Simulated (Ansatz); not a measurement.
# YbP: the cost of one run

Program: Ansatz 0.2.0, driven from Python. Level of theory: DFT PBEsol, plane waves, PAW. These are calculated values, not measurements.

### 1 Starting point

The structure is cubic, space group Fm-3m (No. 225). Conventional cell: a = 5.551 Å, b = 5.551 Å, c = 5.551 Å, α = 90.00°, β = 90.00°, γ = 90.00°. Yb (site symmetry m-3m) is surrounded by 6 P at 2.78 Å. P (site symmetry m-3m) is surrounded by 6 Yb at 2.78 Å.

The script holds or builds the structure itself.

### 2 The script

ybp_fermi.py

```python
# -*- coding: utf-8 -*-
'''Area of the Fermi surface of YbP.'''

import warnings

import ansatz as az


def main():
    warnings.simplefilter('ignore', az.DeckWarning)

    xtal = (
        az.Lattice.of((0.0, 2.77575, 2.77575), (2.77575, 0.0, 2.77575), (2.77575, 2.77575, 0.0))
        .atom('Yb', (0.5, 0.5, 0.5))
        .atom('P', (0.0, 0.0, 0.0))
    )

    setup = (
        xtal.calculation()
        .functional('pbesol')
        .occupations('fermi_dirac', width=100 * az.meV)
        .kpoints(8, 8, 8)
        .scf(tolerance=1e-07)
        .eigenstates(nscf_kmesh=(12, 12, 12), level_slopes=True)
    )
    surface = setup.run(threads=1, pin='off').fermi_surface().to_plain()
    for way, reading in surface.items():
        if reading:
            rho_lambda = [f'{v:.3e}' for v in reading['resistivity_times_mean_free_path_ohm_m2']]
            print(f'{way:24s} area {reading["spin_summed_area_per_ang2"]:8.3f} 1/A^2  rho*lambda (ohm m^2) {rho_lambda}')


if __name__ == '__main__':
    main()
```

### 3 What the engine is handed

The package turns the script's settings into the engine's input:

```yaml
crystal:
  lattice:
    - [0.0, 2.77575, 2.77575]
    - [2.77575, 0.0, 2.77575]
    - [2.77575, 2.77575, 0.0]
  atoms:
    - { symbol: Yb, position: [0.5, 0.5, 0.5] }
    - { symbol: P, position: [0.0, 0.0, 0.0] }
kpoints:
  mp_grid:
    grid: [8, 8, 8]
hamiltonian:
  xc: pbesol
scf:
  convergence:
    dr2_threshold: 1.0e-07
  occupations:
    method: fermi_dirac
    width: 0.1
output:
  eigenstates:
    nscf_kmesh:
      grid: [12, 12, 12]
    de_dk: true
```

### 4 Running it

Command:

```sh
> python ybp_fermi.py
```

**Question.** How long does this script take on 1 thread of Arm Neoverse V1, shared host, and how much memory does it need?

About 4.1 s, with a peak of 0.36 GiB.
